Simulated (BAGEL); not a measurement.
# CH3BClNO (SMILES [H]/N=C\B(O)Cl): B3LYP/cc-pVDZ (density fitting with qzvpp-jkfit)

Aim: the energy change on altering one bond length of CH3BClNO at B3LYP/cc-pVDZ (density fitting with qzvpp-jkfit), from 2 runs. 

The calculation is run with BAGEL 1.2.2.

## Step 1: The system as given

CH3BClNO has 8 atoms, charge 0, and is taken as a singlet. As SMILES, `[H]/N=C\B(O)Cl`. The shape is that of a PBE0-D4/def2-TZVP optimisation. This is one conformer, not always the lowest.

Bond lengths: N1–C2 1.270 Å, C2–B3 1.571 Å, B3–O4 1.342 Å, B3–Cl5 1.771 Å, N1–H6 1.025 Å, C2–H7 1.096 Å, O4–H8 0.962 Å. Angles: N1–C2–B3 126.2°, C2–B3–O4 119.1°, C2–B3–Cl5 119.9°, O4–B3–Cl5 121.0°, N1–C2–H7 116.5°, B3–C2–H7 117.2°, C2–N1–H6 110.1°, B3–O4–H8 114.5°.

## Step 2: A single-point energy at B3LYP/cc-pVDZ (density fitting with qzvpp-jkfit)

Input file input.json:

```json
{ "bagel" : [

{
  "title" : "molecule",
  "basis" : "cc-pvdz.json",
  "df_basis" : "qzvpp-jkfit",
  "angstrom" : true,
  "geometry" : [
    { "atom" : "N", "xyz" : [      -0.428500,       1.745600,       0.743700 ] },
    { "atom" : "C", "xyz" : [      -0.322700,       0.482100,       0.812400 ] },
    { "atom" : "B", "xyz" : [       0.172300,      -0.471900,      -0.334000 ] },
    { "atom" : "O", "xyz" : [       0.230100,      -1.793200,      -0.105500 ] },
    { "atom" : "Cl", "xyz" : [       0.644400,       0.203500,      -1.901500 ] },
    { "atom" : "H", "xyz" : [      -0.141000,       2.072800,      -0.183700 ] },
    { "atom" : "H", "xyz" : [      -0.604600,       0.018200,       1.764400 ] },
    { "atom" : "H", "xyz" : [       0.542100,      -2.314100,      -0.851700 ] }
  ]
},

{
  "title" : "ks",
  "xc_func" : "b3lyp"
},

{
  "title" : "print",
  "file" : "orbitals.molden",
  "orbitals" : true
}

]}
```

The basis set cc-pVDZ is read from a file made from the Basis Set Exchange's data (not shown).

Run with:

```console
BAGEL_NUM_THREADS=1 BAGEL input.json > input.out
```

The log of the run:

```text
* using 1 threads per process

  ===============================================================
  ===============================================================

  *** Geometry ***

  { "atom" : "N", "xyz" : [     -0.809748,      3.298706,      1.405389 ] },
  { "atom" : "C", "xyz" : [     -0.609815,      0.911037,      1.535214 ] },
  { "atom" : "B", "xyz" : [      0.325600,     -0.891762,     -0.631169 ] },
  { "atom" : "O", "xyz" : [      0.434826,     -3.388657,     -0.199366 ] },
  { "atom" : "Cl", "xyz" : [      1.217740,      0.384559,     -3.593314 ] },
  { "atom" : "H", "xyz" : [     -0.266451,      3.917024,     -0.347143 ] },
  { "atom" : "H", "xyz" : [     -1.142528,      0.034393,      3.334233 ] },
  { "atom" : "H", "xyz" : [      1.024421,     -4.373015,     -1.609480 ] },

  Number of auxiliary basis functions:      486

  Since a DF basis is specified, we compute 2- and 3-index integrals:
    o Being stored without compression. Storage requirement is 0.031 GB

  Number of basis functions:       89
  Number of electrons      :       46

    * METHOD: MOLECULE                             0.24

  *** Kohn-Sham DFT ***

    * Removing 15737 points whose weight is below 1.00e-10
    * Grid points: 103511

  === Nuclear Repulsion ===
   190.5649547877

       - DIIS with orbital gradients will be used.

  === KS iteration (b3lyp / cc-pvdz.json) ===
      0       -617.35603490          0.09684505           0.35
      1       -562.96808954          0.17290330           0.34
      2       -591.42191064          0.16704092           0.34
      3       -636.94940971          0.16474973           0.32
      4       -654.12545683          0.03418707           0.34
      5       -653.41381792          0.05348126           0.34
      6       -654.87752332          0.01668507           0.34
      7       -654.97665679          0.01075137           0.34
      8       -655.03750195          0.00397707           0.34
      9       -655.04570137          0.00079096           0.34
     10       -655.04595587          0.00046846           0.34
     11       -655.04615414          0.00006040           0.34
     12       -655.04615582          0.00002900           0.34
     13       -655.04615622          0.00001313           0.34
     14       -655.04615630          0.00000824           0.34
     15       -655.04615634          0.00000274           0.34
     16       -655.04615634          0.00000065           0.34
     17       -655.04615634          0.00000040           0.34
     18       -655.04615634          0.00000006           0.33
     19       -655.04615634          0.00000003           0.32
     20       -655.04615634          0.00000002           0.34
     21       -655.04615634          0.00000000           0.33
    * SCF iteration converged.

    * Permanent dipole moment:
           (   -0.279791,     0.894670,     0.541934) a.u.

    * METHOD: KS                                   7.94

    * METHOD: PRINT                                0.01

  ===============================================================
```

Run time: 8.4 s. Hardware: 1 thread of Intel Xeon 6975P-C (Granite Rapids), shared host; peak memory 0.44 GiB.

## Step 3: The distorted shape at the same level

Input file dft.json:

```json
{ "bagel" : [

{
  "title" : "molecule",
  "basis" : "cc-pvdz.json",
  "df_basis" : "qzvpp-jkfit",
  "angstrom" : "true",
  "geometry" : [
    { "atom" : "N", "xyz" : [   -0.287559,    1.977535,    0.267730 ] },
    { "atom" : "C", "xyz" : [   -0.181759,    0.714035,    0.336430 ] },
    { "atom" : "B", "xyz" : [    0.313241,   -0.239965,   -0.809970 ] },
    { "atom" : "O", "xyz" : [    0.371041,   -1.561265,   -0.581470 ] },
    { "atom" : "Cl", "xyz" : [    0.785341,    0.435435,   -2.377470 ] },
    { "atom" : "H", "xyz" : [   -0.000059,    2.304735,   -0.659670 ] },
    { "atom" : "H", "xyz" : [   -0.604600,    0.018200,    1.764400 ] },
    { "atom" : "H", "xyz" : [    0.683041,   -2.082165,   -1.327670 ] }
  ]
},
{
  "title" : "ks",
  "xc_func" : "b3lyp",
  "charge" : 0
},
{
  "title" : "print",
  "file" : "orbitals.molden",
  "orbitals" : "true"
}

]}
```

The basis set cc-pVDZ is read from a file made from the Basis Set Exchange's data (not shown).

Run with:

```console
BAGEL_NUM_THREADS=1 BAGEL dft.json > dft.out
```

The log of the run:

```text
* using 1 threads per process

  ===============================================================
  ===============================================================

  *** Geometry ***

  { "atom" : "N", "xyz" : [     -0.543408,      3.737000,      0.505936 ] },
  { "atom" : "C", "xyz" : [     -0.343475,      1.349331,      0.635761 ] },
  { "atom" : "B", "xyz" : [      0.591940,     -0.453468,     -1.530621 ] },
  { "atom" : "O", "xyz" : [      0.701166,     -2.950363,     -1.098819 ] },
  { "atom" : "Cl", "xyz" : [      1.484079,      0.822853,     -4.492767 ] },
  { "atom" : "H", "xyz" : [     -0.000111,      4.355318,     -1.246596 ] },
  { "atom" : "H", "xyz" : [     -1.142528,      0.034393,      3.334233 ] },
  { "atom" : "H", "xyz" : [      1.290760,     -3.934722,     -2.508933 ] },

  Number of auxiliary basis functions:      486

  Since a DF basis is specified, we compute 2- and 3-index integrals:
    o Being stored without compression. Storage requirement is 0.031 GB

  Number of basis functions:       89
  Number of electrons      :       46

    * METHOD: MOLECULE                             0.18

  *** Kohn-Sham DFT ***

    * Removing 15225 points whose weight is below 1.00e-10
    * Grid points: 104023

  === Nuclear Repulsion ===
   188.6173446484

       - DIIS with orbital gradients will be used.

  === KS iteration (b3lyp / cc-pvdz.json) ===
      0       -617.54706126          0.09597980           0.34
      1       -563.57443997          0.16886999           0.32
      2       -592.19483279          0.16675596           0.34
      3       -633.51017509          0.17130357           0.33
      4       -654.09183857          0.03800878           0.33
      5       -652.78350755          0.05985914           0.34
      6       -654.79548749          0.01674171           0.32
      7       -654.90967356          0.01048130           0.33
      8       -654.95139049          0.00646340           0.34
      9       -654.97678786          0.00130620           0.33
     10       -654.97805010          0.00057265           0.33
     11       -654.97833374          0.00007598           0.34
     12       -654.97833468          0.00005906           0.33
     13       -654.97833679          0.00000653           0.33
     14       -654.97833681          0.00000583           0.34
     15       -654.97833684          0.00000221           0.33
     16       -654.97833684          0.00000047           0.33
     17       -654.97833684          0.00000014           0.33
     18       -654.97833684          0.00000010           0.34
     19       -654.97833684          0.00000003           0.33
     20       -654.97833684          0.00000001           0.33
     21       -654.97833684          0.00000001           0.34
     22       -654.97833684          0.00000000           0.33
    * SCF iteration converged.

    * Permanent dipole moment:
           (   -0.373256,     0.739898,     0.857811) a.u.

    * METHOD: KS                                   8.16

    * METHOD: PRINT                                0.01

  ===============================================================
```

Run time: 8.7 s. Hardware: 1 thread of Intel Xeon 6975P-C (Granite Rapids), shared host; peak memory 0.45 GiB.

## Step 4: Outcome

Level: B3LYP/cc-pVDZ (density fitting with qzvpp-jkfit).

| quantity | value |
| --- | --- |
| first shape: total energy | -655.04616 Eh |
| first shape: dipole moment | 2.75 D |
| first shape: HOMO energy | -7.09 eV |
| first shape: LUMO energy | -1.78 eV |
| first shape: HOMO–LUMO gap | 5.31 eV |
| distorted shape: total energy | -654.97834 Eh |
| distorted shape: dipole moment | 3.03 D |
| distorted shape: HOMO energy | -7.02 eV |
| distorted shape: LUMO energy | -1.96 eV |
| distorted shape: HOMO–LUMO gap | 5.05 eV |
| energy change with the C2–H7 bond stretched from 1.096 to 1.644 Å | 1.845 eV |

In words: With the C2–H7 bond stretched from 1.096 to 1.644 Å the energy rises by 1.85 eV (43 kcal/mol). The first shape isn't relaxed at this level, so the change isn't measured from a minimum.
